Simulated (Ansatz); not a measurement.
# BBrClHS: the cost of one run

Program: Ansatz 0.2.0 through its Python package. Level of theory: B3LYP/def2-SVP. These are calculated values, not measurements.

### Step 1. Starting point

Bond lengths: S1–B2 1.834 Å, B2–Cl3 1.812 Å, B2–Br4 1.947 Å, S1–H5 1.415 Å. Angles: S1–B2–Cl3 118.8°, S1–B2–Br4 122.3°, Cl3–B2–Br4 118.8°, B2–S1–H5 93.9°.

The script holds or builds the structure itself.

### Step 2. The code

bbrclhs_bend.py reads:

```python
"""Bending curve of BBrClHS."""

import ansatz
from ase import Atoms

BASIS = "def2-SVP"
XC = "b3lyp"
FMAX = 0.02

atoms = Atoms(["S", "B", "Cl", "Br", "H"], positions=[
    (-0.3571, 1.3537, 0.4658),
    (-0.0886, -0.4381, 0.1826),
    (1.3231, -1.2466, 0.9816),
    (-1.2222, -1.4869, -1.0038),
    (0.3946, 1.7442, -0.6677),
])

# relax first, so that the scan starts from a minimum
first = (
    ansatz.Crystal.molecule_from_ase(atoms).calculation()
    .basis(gaussian=BASIS)
    .functional(XC)
    .relax(force_tolerance=FMAX, max_steps=80)
)
atoms.positions = first.run(threads=1, backend="cpu").report["positions_ang"]

rows = []
for angle in [90, 100, 110, 120, 135, 150, 165, 179]:
    bent = atoms.copy()
    bent.set_angle(1, 0, 4, angle, indices=[4])
    job = ansatz.Crystal.molecule_from_ase(bent).calculation()
    job = job.basis(gaussian=BASIS)
    job = job.functional(XC)
    rows.append((angle, job.run(threads=1, backend="cpu").report["free_energy_ev"]))
floor = min(e for _, e in rows)
for angle, e in rows:
    print(f"angle B1-S0-H4 = {angle:3d} deg   {1000 * (e - floor):9.1f} meV")
```

### Step 3. The input behind the calls

The engine receives this input (first run):

```yaml
crystal:
  periodic: [false, false, false]
  atoms:
    - { symbol: S, position_ang: [-0.3571, 1.3537, 0.4658] }
    - { symbol: B, position_ang: [-0.0886, -0.4381, 0.1826] }
    - { symbol: Cl, position_ang: [1.3231, -1.2466, 0.9816] }
    - { symbol: Br, position_ang: [-1.2222, -1.4869, -1.0038] }
    - { symbol: H, position_ang: [0.3946, 1.7442, -0.6677] }
basis:
  gaussian:
    orbitals: def2-SVP
hamiltonian:
  xc: b3lyp
relax:
  f_tol: 0.02
  max_steps: 80
```

### Step 4. The run

Command:

```console
python bbrclhs_bend.py
```

Q: Estimate wall time and peak memory on 1 thread of Arm Neoverse V2, shared host.

About 77 s, with a peak of 0.26 GiB.
